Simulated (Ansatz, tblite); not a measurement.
# The cluster Ga2As3−: one state, many levels

The task here is to estimate one member of a computed series from the others.

Program: Ansatz 0.2.0, Gaussian basis. Level of theory: as each input shows. These are calculated values, not measurements.

The runs, in order: GFN1-xTB, GFN2-xTB, PBE-D4/def2-TZVPD, r2SCAN-D4/def2-TZVPD, HF/def2-TZVPD, r2SCAN0-D4/def2-TZVPD, PBE-D4/def2-SVPD, PBE0-D4/def2-SVPD, HF/6-31G, B3LYP-D4/6-31G, MP2/def2-TZVPD, RPA/def2-TZVPD.

2 further runs of the same task are left out: 2 set aside as unsound or not needed. Runs told in other sessions of the task aren't counted.

### The relaxed structure

The geometry is that of the singlet, from an earlier relaxation (r2SCAN-D4/def2-SVPD). At that level it is the lowest of the isomers that a small search found.

5 atoms, charge -1, spin multiplicity 1.

Bond lengths: Ga1–As3 2.359 Å, Ga1–As4 2.434 Å, Ga2–As3 2.359 Å, Ga2–As5 2.433 Å, As4–As5 2.318 Å. Angles: As3–Ga1–As4 130.0°, As3–Ga2–As5 130.1°, Ga1–As3–Ga2 74.3°, Ga1–As4–As5 90.9°, Ga2–As5–As4 90.9°.

The ion is computed in the gas phase, without counter-ions or solvent.

PBE0-D4/def2-TZVPD was run before; its log isn't repeated, and its numbers join the tables.

The first run:

Tight binding, by tblite at 300 K electronic temperature and without a spin-polarisation term:

```python
tblite.interface.Calculator('GFN1-xTB', numbers, positions, charge=-1, uhf=0).singlepoint()
```

Tight binding, by tblite at 300 K electronic temperature and without a spin-polarisation term:

```python
tblite.interface.Calculator('GFN2-xTB', numbers, positions, charge=-1, uhf=0).singlepoint()
```

start.molden holds the orbitals of an earlier run on this state, given as this run's starting guess.

in.yaml reads:

```yaml
crystal:
  periodic: [false, false, false]
  atoms:
    - {symbol: Ga, position_ang: [0.567963, 1.407979, 0.157047]}
    - {symbol: Ga, position_ang: [0.525591, -1.420318, -0.183682]}
    - {symbol: As, position_ang: [2.425948, -0.028808, -0.060122]}
    - {symbol: As, position_ang: [-1.759669, 1.062610, -0.463911]}
    - {symbol: As, position_ang: [-1.759832, -1.021464, 0.550667]}
basis:
  gaussian: {orbitals: def2-TZVPD, initial_orbitals: start.molden}
total_charge: -1
hamiltonian: {xc: pbe, dispersion: d4}
scf: {omitted_lower_state_checks: [starts]}
output: {orbitals: {seedname: orbitals}}
```

Run with:

```sh
$ ansatz run in.yaml --threads 4 --pin off --events-out ev --progress --plain --max-ram 4787MiB
```

Among the steps run: PBE-D4/def2-TZVPD; r2SCAN-D4/def2-TZVPD; HF/def2-TZVPD; r2SCAN0-D4/def2-TZVPD; PBE-D4/def2-SVPD; PBE0-D4/def2-SVPD; HF/6-31G; B3LYP-D4/6-31G; MP2/def2-TZVPD; RPA/def2-TZVPD.

One of the session's tables, all rows but one given; the rest of the session is left out.

```
                level  HOMO (eV)  LUMO (eV)  gap (eV)
             HF/6-31G      -2.54       3.35      5.89
        HF/def2-TZVPD      -2.44       3.38      5.82
     PBE-D4/def2-SVPD      -0.56       0.65      1.21
    PBE-D4/def2-TZVPD          ?          ?         ?
 r2SCAN-D4/def2-TZVPD      -0.78       0.57      1.35
       B3LYP-D4/6-31G      -1.06       1.08      2.14
    PBE0-D4/def2-SVPD      -1.22       1.17      2.39
   PBE0-D4/def2-TZVPD      -1.26       1.13      2.38
r2SCAN0-D4/def2-TZVPD      -1.39       1.08      2.48
```

Q: Estimate the row for PBE-D4/def2-TZVPD from the others.

As computed: HOMO (eV): -0.60; LUMO (eV): 0.61; gap (eV): 1.21. In the column «HOMO (eV)» it lies between r2SCAN-D4/def2-TZVPD (-0.78) and PBE-D4/def2-SVPD (-0.56).
